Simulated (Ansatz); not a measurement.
# TiCd: the cost of one run

Program: Ansatz 0.2.0. Level of theory: DFT PBEsol, scalar-relativistic. These are calculated values, not measurements.

**1. The starting structure**

The structure is tetragonal, space group P4/nmm (No. 129). Conventional cell: a = 2.904 Å, b = 2.904 Å, c = 8.954 Å, α = 90.00°, β = 90.00°, γ = 90.00°. Ti (site symmetry 4mm) is surrounded by 8 Ti at 2.82 to 2.90 Å and 4 Cd at 3.12 Å. Around Cd (site symmetry 4mm) lie 8 Cd at 2.90 to 3.10 Å and 4 Ti at 3.12 Å.

Coordinates:

```xyz
4
Lattice="2.9040 0.0000 0.0000 0.0000 2.9040 0.0000 0.0000 0.0000 8.9540" Properties=species:S:1:pos:R:3 pbc="T T T"
Ti    0.0000    1.4520    5.4440
Ti    1.4520    0.0000    3.5100
Cd    0.0000    1.4520    1.1640
Cd    1.4520    0.0000    7.7900
```

Atoms are numbered in the order of the input: Ti1, Ti2, Cd3, Cd4.

**2. Volume × 0.96, LAPW**

File input.yaml:

```yaml
crystal:
  lattice:
    - [2.8647519455, 0.0, 0.0]
    - [0.0, 2.8647519455, 0.0]
    - [0.0, 0.0, 8.8329851654]
  atoms:
    - { symbol: Ti, position: [0.0, 0.5, 0.608] }
    - { symbol: Ti, position: [0.5, 0.0, 0.392] }
    - { symbol: Cd, position: [0.0, 0.5, 0.13] }
    - { symbol: Cd, position: [0.5, 0.0, 0.87] }
kpoints:
  mp_grid: { grid: [11, 11, 4] }
  band_path:
    path:
      - [0.0, 0.0, 0.0]
      - [0.0, 0.5, 0.0]
      - [0.5, 0.5, 0.0]
      - [0.0, 0.0, 0.0]
      - [0.0, 0.0, 0.5]
      - [0.0, 0.5, 0.5]
      - [0.5, 0.5, 0.5]
      - [0.0, 0.0, 0.5]
      - [0.0, 0.5, 0.0]
    npoints: 5
scf:
  occupations: { method: fermi_dirac, width: 0.08 }
hamiltonian:
  xc: pbesol
  pseudopotentials: { kind: all_electron, lapw: { basis_error: 0.001 } }
output:
  forces: true
  stress: true
  eigenvalues: true
```

On the command line:

```bash
$ ansatz run input.yaml --threads 1 --pin off --max-ram 4096MiB --backend cpu --events-out ev --progress --plain --runs-dir out
```

**Question.** How long does this run take on 1 thread of Arm Neoverse V1, shared host, and how much memory does it need?

About 68 s, with a peak of 0.59 GiB.
